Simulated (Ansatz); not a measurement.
**CH12GeO13Si3: a ladder of functionals**

One table from this session's results is given with a row withheld; the runs are named, their logs left out.

Program: Ansatz 0.2.0, Gaussian basis. Level of theory: functionals in def2-TZVPP. These are calculated values, not measurements.

The runs, in order: LDA (SPW92), PBE-D4, revPBE-D4, BLYP-D4, r2SCAN-D4, B97M-V, PBE0-D4, B3LYP-D4, r2SCANh-D4, r2SCAN0-D4, HSE06-D4, BHLYP-D4.

### The relaxed structure

All runs share one geometry, relaxed beforehand with PBE0-D4 in a triple-zeta def2 set.

SMILES `C[O][Ge]([O][Si](O)(O)O)([O][Si](O)(O)O)[O][Si](O)(O)O`, 30 atoms, charge 0, spin multiplicity 1.

Atoms are counted from 1 here; the program's logs count them from 0.

Bond lengths: C1–O2 1.416 Å, C1–H19 1.096 Å, C1–H20 1.095 Å, C1–H21 1.091 Å, O2–Ge3 1.740 Å, Ge3–O4 1.744 Å, Ge3–O9 1.734 Å, Ge3–O14 1.756 Å, O4–Si5 1.637 Å, Si5–O6 1.648 Å, Si5–O7 1.623 Å, Si5–O8 1.610 Å, O6–H22 0.959 Å, O7–H23 0.958 Å, O8–H24 0.975 Å, O9–Si10 1.646 Å, Si10–O11 1.640 Å, Si10–O12 1.623 Å and more. Angles: O2–C1–H19 111.7°, O2–C1–H20 111.7°, O2–C1–H21 107.3°, H19–C1–H20 108.8°, H19–C1–H21 108.5°, H20–C1–H21 108.7°, C1–O2–Ge3 119.1°, O2–Ge3–O4 109.7°, O2–Ge3–O9 107.0°, O2–Ge3–O14 110.0°, O4–Ge3–O9 113.2°, O4–Ge3–O14 105.7°, O9–Ge3–O14 111.3°, Ge3–O4–Si5 136.2°, O4–Si5–O6 108.9°, O4–Si5–O7 108.7°, O4–Si5–O8 112.1°, O6–Si5–O7 106.9° and more.

The first run:

Contents of in.yaml:

```yaml
crystal:
  periodic: [false, false, false]
  atoms:
    - {symbol: C, position_ang: [-2.132474, 1.021290, 2.784902]}
    - {symbol: O, position_ang: [-0.778750, 0.733096, 2.488012]}
    - {symbol: Ge, position_ang: [-0.337428, 0.339743, 0.851744]}
    - {symbol: O, position_ang: [-0.930032, 1.572527, -0.229541]}
    - {symbol: Si, position_ang: [-0.380235, 2.327348, -1.574447]}
    - {symbol: O, position_ang: [0.984892, 3.168297, -1.194965]}
    - {symbol: O, position_ang: [-1.488021, 3.413776, -2.050431]}
    - {symbol: O, position_ang: [-0.031480, 1.287843, -2.752786]}
    - {symbol: O, position_ang: [1.388506, 0.174499, 0.817467]}
    - {symbol: Si, position_ang: [2.462198, -0.035726, -0.412436]}
    - {symbol: O, position_ang: [1.651085, -0.645582, -1.700677]}
    - {symbol: O, position_ang: [3.590100, -1.114229, 0.032505]}
    - {symbol: O, position_ang: [3.144896, 1.369833, -0.813187]}
    - {symbol: O, position_ang: [-1.131216, -1.146896, 0.357707]}
    - {symbol: Si, position_ang: [-0.812153, -2.730018, 0.307436]}
    - {symbol: O, position_ang: [0.388351, -2.914798, -0.803414]}
    - {symbol: O, position_ang: [-0.245228, -3.379806, 1.683685]}
    - {symbol: O, position_ang: [-2.178840, -3.523850, -0.079914]}
    - {symbol: H, position_ang: [-2.780570, 0.157307, 2.601102]}
    - {symbol: H, position_ang: [-2.503577, 1.870464, 2.201973]}
    - {symbol: H, position_ang: [-2.185754, 1.275235, 3.844607]}
    - {symbol: H, position_ang: [0.881667, 3.917736, -0.605532]}
    - {symbol: H, position_ang: [-2.339049, 3.089388, -2.345948]}
    - {symbol: H, position_ang: [0.567844, 0.546163, -2.549109]}
    - {symbol: H, position_ang: [1.223463, -1.507039, -1.537415]}
    - {symbol: H, position_ang: [4.159740, -0.887421, 0.768196]}
    - {symbol: H, position_ang: [2.547094, 2.117854, -0.971030]}
    - {symbol: H, position_ang: [0.911326, -3.716722, -0.738376]}
    - {symbol: H, position_ang: [-0.882562, -3.663780, 2.340040]}
    - {symbol: H, position_ang: [-2.763781, -3.116542, -0.720197]}
basis:
  gaussian: {orbitals: def2-TZVPP}
hamiltonian: {xc: lda}
output: {orbitals: {seedname: orbitals}}
```

Among the steps run: LDA; PBE-D4 (GGA); revPBE-D4 (GGA); BLYP-D4 (GGA); r2SCAN-D4 (meta-GGA); B97M-V (meta-GGA); PBE0-D4 (hybrid); B3LYP-D4 (hybrid); r2SCANh-D4 (hybrid); r2SCAN0-D4 (hybrid); HSE06-D4 (hybrid); BHLYP-D4 (hybrid).

One of the session's tables, all rows but one given; the rest of the session is left out.

It belongs to the step «Orbital energies across the functionals». 

| functional | HOMO (eV) | LUMO (eV) | gap (eV) |
| --- | --- | --- | --- |
| LDA (SPW92) | ? | ? | ? |
| PBE-D4 | -6.86 | -1.32 | 5.53 |
| revPBE-D4 | -6.79 | -1.16 | 5.63 |
| BLYP-D4 | -6.77 | -1.29 | 5.49 |
| r2SCAN-D4 | -7.23 | -0.90 | 6.33 |
| B97M-V | -7.35 | -1.10 | 6.25 |
| PBE0-D4 | -8.54 | -0.36 | 8.18 |
| B3LYP-D4 | -8.28 | -0.70 | 7.59 |
| r2SCANh-D4 | -7.86 | -0.57 | 7.29 |
| r2SCAN0-D4 | -8.80 | -0.09 | 8.71 |
| HSE06-D4 | -8.13 | -0.73 | 7.40 |
| BHLYP-D4 | -10.16 | 0.44 | 10.61 |

**Question.** Estimate the row for LDA (SPW92).

The run gave: HOMO (eV): -7.03; LUMO (eV): -1.65; gap (eV): 5.38. In the column «HOMO (eV)» it lies between r2SCAN-D4 (-7.23) and PBE-D4 (-6.86).
